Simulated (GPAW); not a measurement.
HfIn4SiO6:

```
Hf In Si O
1.0
     5.69867    0.00381    0.01559
    -0.70506    6.10815   -0.00575
    -2.73718   -1.39557    6.63076
Hf In Si O
1 4 1 6
Direct
  0.11793 0.01556 0.13292
  0.38842 0.99901 0.72891
  0.75865 0.00842 0.49586
  0.23461 0.48841 0.53300
  0.59649 0.48211 0.20528
  0.86778 0.44029 0.85544
  0.55316 0.38738 0.79290
  0.93454 0.38483 0.65596
  0.98414 0.26218 0.00347
  0.99083 0.69806 0.98452
  0.08665 0.06493 0.39374
  0.48680 0.10883 0.21799
```

The cell was built by a generator and needn't be a form met in nature.

Program: GPAW 26.7.0. Alike in all runs: task band structure; no spin polarisation; cell as given; cutoff (eV) 800; smearing fermi-dirac 0.05 eV.

Q: Order these runs on this cell by their pressure, lowest first.
A. level PBE; potentials or basis GPAW PAW data sets (gpaw-data 1.2.1), pw; k mesh 5 × 5 × 4; band points 80
B. level LDA; potentials or basis the program's PAW data sets (release 1.2.1) made for this functional, pw; k mesh 4 × 3 × 3; band points 60
C. level r2SCAN; potentials or basis GPAW PAW data sets (gpaw-data 1.2.1), pw; k mesh 4 × 3 × 3; band points 60

A: B (-5.5 GPa), C (-2.7 GPa), A (0.6 GPa).

Caveats: the PAW data sets were made with another functional, which shifts forces and pressure a little (some runs).

Not every run made on this cell is shown here.
